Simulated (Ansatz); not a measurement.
# RbVO2: the cost of one run

Method: DFT PBE, scalar-relativistic, plane waves, PAW, in Ansatz 0.2.0.

3 further runs of the same task are left out: 2 that didn't finish, 1 set aside as unsound or not needed.

### Step 1. The system as given

It takes space group P4/mmm (No. 123, tetragonal). The conventional cell has a = 4.658 Å, b = 4.658 Å, c = 4.256 Å, α = 90.00°, β = 90.00°, γ = 90.00°. Rb (site symmetry 4/mmm) is surrounded by 8 O at 3.15 Å. V (site symmetry 4/mmm) has 4 O at 2.33 Å as nearest neighbours. Around O (site symmetry mmm) lie 2 V at 2.33 Å and 4 Rb at 3.15 Å.

Coordinates:

```cif
data_structure
_symmetry_space_group_name_H-M 'P4/mmm'
_symmetry_Int_Tables_number 123
_cell_length_a 4.6578
_cell_length_b 4.6578
_cell_length_c 4.2564
_cell_angle_alpha 90.000
_cell_angle_beta 90.000
_cell_angle_gamma 90.000
_cell_volume 92.34
loop_
_atom_site_label
_atom_site_type_symbol
_atom_site_symmetry_multiplicity
_atom_site_Wyckoff_symbol
_atom_site_fract_x
_atom_site_fract_y
_atom_site_fract_z
_atom_site_occupancy
Rb1 Rb 1 a 0.00000 0.00000 0.00000 1
V1 V 1 d 0.50000 0.50000 0.50000 1
O1 O 2 e 0.00000 0.50000 0.50000 1
```

A structure generator made this guess: random cell by space group and Wyckoff sites (P4/mmm, No. 123). The dimensions are guesses.

### Step 2. A first look at the guess

input.yaml

```yaml
crystal:
  lattice:
    - [4.65776062, 0.0, 0.0]
    - [0.0, 4.65776062, 0.0]
    - [0.0, 0.0, 4.25642308]
  atoms:
    - { symbol: Rb, position: [0.0, 0.0, 0.0] }
    - { symbol: V, position: [0.5, 0.5, 0.5], spin: 2.0 }
    - { symbol: O, position: [0.0, 0.5, 0.5] }
    - { symbol: O, position: [0.5, 0.0, 0.5] }
basis:
  ecutwfc: 420
kpoints:
  mp_grid: { grid: [4, 4, 4] }
hamiltonian:
  xc: pbe
scf:
  occupations: { method: gaussian, width: 0.1 }
  lower_state_search: "off"
output:
  forces: true
  stress: true
  eigenvalues: true
  populations: true
magnetization:
  spin_polarized: true
```

The run is started by

```
ansatz run input.yaml --threads 1 --pin off --max-ram 2560MiB --backend cpu --events-out ev --progress --plain --runs-dir out
```

Q: Estimate wall time and peak memory on 1 thread of Arm Neoverse V1, shared host.

About 9.1 s, with a peak of 0.37 GiB.
